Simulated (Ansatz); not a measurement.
I need an active-space calculation of F₂GeH₂, SMILES [F][GeH2][F]. Use Ansatz 0.2.0, Python API. Level of theory: SC-NEVPT2, def2-SVP basis, multiplicity 1.

The script reads `f2geh2.xyz`:
```text
5

F    -0.57330    0.22030    1.60170
Ge    0.02800   -0.03410   -0.01370
F    -1.02500    0.74010   -1.22780
H     0.15400   -1.54720   -0.28060
H     1.46610    0.54720   -0.12090
```

Script `cas_f2geh2.py`:
```python
'''Active-space calculation on F2GeH2.'''

import ansatz as az

SETTINGS = {
    'basis_set': 'def2-SVP',
}

mol = az.Crystal.molecule_from_extxyz('f2geh2.xyz')

base = (
    mol.calculation()
    .basis(gaussian=SETTINGS['basis_set'])
    .correlation(active_electrons=4, active_orbitals=4)
)
for method in ['sc_nevpt2']:
    summary = (base if method is None else base.correlation(method)).run(threads=1, pin='off').report
    space = summary['configurations']
    state = space['states'][0]
    print(method or 'casscf', f'total {summary["free_energy_ev"] / 27.211386246:.6f} Ha, active-space state {state["energy"]["hartree"]:.6f} Ha, mean field {summary["reference_energy_ev"] / 27.211386246:.6f} Ha')
    print('  determinants', state['n_determinants'], ' natural occupations', [round(n, 3) for n in space['natural_occupations']])
print('effectively unpaired electrons, sum of min(n, 2 - n):', round(sum(min(n, 2 - n) for n in space['natural_occupations']), 3))
```

```console
$ python cas_f2geh2.py
RunWarning: the results are in doubt because another end's mean lies 0.501 eV lower, and its corrected mean 0.284 eV higher
sc_nevpt2 total -2275.642710 Ha, active-space state -2275.075081 Ha, mean field -2275.039902 Ha
  determinants 36  natural occupations [1.981, 1.976, 0.027, 0.016]
effectively unpaired electrons, sum of min(n, 2 - n): 0.086
```
(Warnings from the package without file and line.)

Reading the output:
- Total energies depend on the basis set; only differences at equal settings carry meaning.
- The geometry is a force-field or estimated start, not a minimum of this method, and the basis set is short of its limit. The active space starts as a window about the frontier orbitals and is then optimised, not chosen by chemistry.
- A lower CASSCF solution was found and passed over, so the printed active-space state isn't the lowest.
- Timing: 12 s on 1 thread of Arm Neoverse V1, on a shared host, peak memory 0.2 GiB.

(Lines on the test bed's own set-up are left out of the output.)
